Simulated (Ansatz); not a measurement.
# Si10C10H22: the cost of one run

Program: Ansatz 0.2.0, PAW, plane waves. These are calculated values, not measurements.

## Step 1: Starting point

42 atoms (10 Si, 10 C, 22 H); a = 17.000 Å, b = 17.000 Å, c = 7.546 Å, α = 90.00°, β = 90.00°, γ = 90.00°. All atoms were shaken off their sites by about 0.02 Å along each axis.

The runs, in order: (2) PBEsol relaxation at a 1×1×3 mesh, on 1 × NVIDIA H100 80GB HBM3 with 2 threads of AMD EPYC 7R13; (3) HSE06 single point at a 1×1×2 mesh, on 1 × NVIDIA H100 80GB HBM3 with 2 threads of AMD EPYC 7R13.

## Step 2: PBEsol relaxation in the fixed cell

File in.yaml:

```yaml
crystal:
  lattice:
    - [12.020815, -12.020815, 0.000000]
    - [6.940221, 6.940221, -13.880442]
    - [4.356853, 4.356853, 4.356853]
  atoms:
    - { symbol: Si, position: [0.502270, 0.657394, 0.042487] }
    - { symbol: Si, position: [0.501733, 0.449910, 0.377610] }
    - { symbol: Si, position: [0.498529, 0.344355, 0.043541] }
    - { symbol: Si, position: [0.498720, 0.551373, 0.706996] }
    - { symbol: Si, position: [0.409429, 0.500398, 0.038765] }
    - { symbol: Si, position: [0.590147, 0.605424, 0.378613] }
    - { symbol: Si, position: [0.590763, 0.395400, 0.710796] }
    - { symbol: Si, position: [0.591367, 0.497798, 0.039412] }
    - { symbol: Si, position: [0.410103, 0.604807, 0.377081] }
    - { symbol: Si, position: [0.408937, 0.397623, 0.709900] }
    - { symbol: C, position: [0.500692, 0.656225, 0.284334] }
    - { symbol: C, position: [0.500072, 0.448590, 0.621784] }
    - { symbol: C, position: [0.499446, 0.345075, 0.296299] }
    - { symbol: C, position: [0.502345, 0.550917, 0.958550] }
    - { symbol: C, position: [0.413798, 0.498883, 0.290729] }
    - { symbol: C, position: [0.588782, 0.605271, 0.624565] }
    - { symbol: C, position: [0.589720, 0.395399, 0.956686] }
    - { symbol: C, position: [0.589587, 0.498591, 0.292510] }
    - { symbol: C, position: [0.409340, 0.603013, 0.631829] }
    - { symbol: C, position: [0.407801, 0.395910, 0.961000] }
    - { symbol: H, position: [0.427763, 0.699032, 0.972133] }
    - { symbol: H, position: [0.572481, 0.699167, 0.974191] }
    - { symbol: H, position: [0.499428, 0.719512, 0.341603] }
    - { symbol: H, position: [0.501213, 0.261310, 0.974194] }
    - { symbol: H, position: [0.446590, 0.311986, 0.340013] }
    - { symbol: H, position: [0.554288, 0.312427, 0.342813] }
    - { symbol: H, position: [0.339220, 0.540237, 0.979032] }
    - { symbol: H, position: [0.661584, 0.646828, 0.302327] }
    - { symbol: H, position: [0.591042, 0.312388, 0.643711] }
    - { symbol: H, position: [0.662118, 0.437705, 0.643107] }
    - { symbol: H, position: [0.356309, 0.468089, 0.342642] }
    - { symbol: H, position: [0.646232, 0.573816, 0.676410] }
    - { symbol: H, position: [0.588540, 0.668416, 0.677455] }
    - { symbol: H, position: [0.645291, 0.363612, 0.008487] }
    - { symbol: H, position: [0.663104, 0.540937, 0.976365] }
    - { symbol: H, position: [0.338215, 0.645600, 0.302151] }
    - { symbol: H, position: [0.409289, 0.311911, 0.640727] }
    - { symbol: H, position: [0.339712, 0.436102, 0.641499] }
    - { symbol: H, position: [0.645323, 0.465345, 0.342561] }
    - { symbol: H, position: [0.355107, 0.574733, 0.678715] }
    - { symbol: H, position: [0.410057, 0.666642, 0.678549] }
    - { symbol: H, position: [0.355700, 0.363020, 0.007660] }
kpoints:
  mp_grid: { grid: [1, 1, 3] }
hamiltonian:
  xc: pbesol
scf:
  occupations: { method: fermi_dirac, width: 0.01 }
relax:
  f_tol: 0.03
  max_steps: 80
  escape_saddle: false
  adjacent_minimum: "off"
output:
  forces: true
  eigenvalues: true
  populations: true
```

On the command line:

```
$ ansatz run in.yaml --threads 2 --pin off --max-ram 20900MiB --runs-dir r --events-out ev --progress --plain --backend cuda --devices 0, --max-vram 18GiB
```

Q: Estimate wall time and peak memory on 1 × NVIDIA H100 80GB HBM3 with 2 threads of AMD EPYC 7R13, shared host.

About 17 s, with a peak of 1.6 GiB on the host.
